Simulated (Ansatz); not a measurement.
Runs of Ansatz 0.2.0 on MnPt2. It takes space group P-3m1 (No. 164, trigonal). The conventional cell has a = 2.858 Å, b = 2.858 Å, c = 6.533 Å, α = 90.00°, β = 90.00°, γ = 120.00°. Around Pt (site symmetry 3m) lie 3 Mn at 2.64 Å and 9 Pt at 2.86 to 2.91 Å. Around Mn (site symmetry -3m) lie 6 Pt at 2.64 Å and 6 Mn at 2.86 Å. The cell comes from a database or a generator and needn't be the stable form of this composition.

```csv
cell,target pressure (GPa),gap on the mesh (eV),pressure (GPa),moment (μB)
relaxed to 10 GPa,10,none,10.0,3.66
relaxed,0,none,0.0,4.14
relaxed to 30 GPa,30,none,30.0,1.92
relaxed to 5 GPa,5,none,5.0,(b)
relaxed to 20 GPa,20,none,20.0,(a)
```

Alike in all rows: task relaxation of cell and atoms; level PBEsol; potentials or basis Ansatz PAW; spin collinear, ferromagnetic start; k mesh 11 × 11 × 4; cutoff (eV) 420; smearing fermi-dirac 0.05 eV.

Question: Fill in the values left out.

Answer: (a) 3.05; (b) 3.91.

Caveats: the plane-wave basis is chosen anew once the cell has moved, so the energies of steps on either side of that aren't comparable; the PAW data sets come from PBE, with cores solved anew for the run's functional, which leaves a small shift of forces and pressure.

A k mesh can miss the band edges, and the runs leave out spin-orbit coupling on Pt.

A gap of «none» marks a metal or a gap under the smearing width.
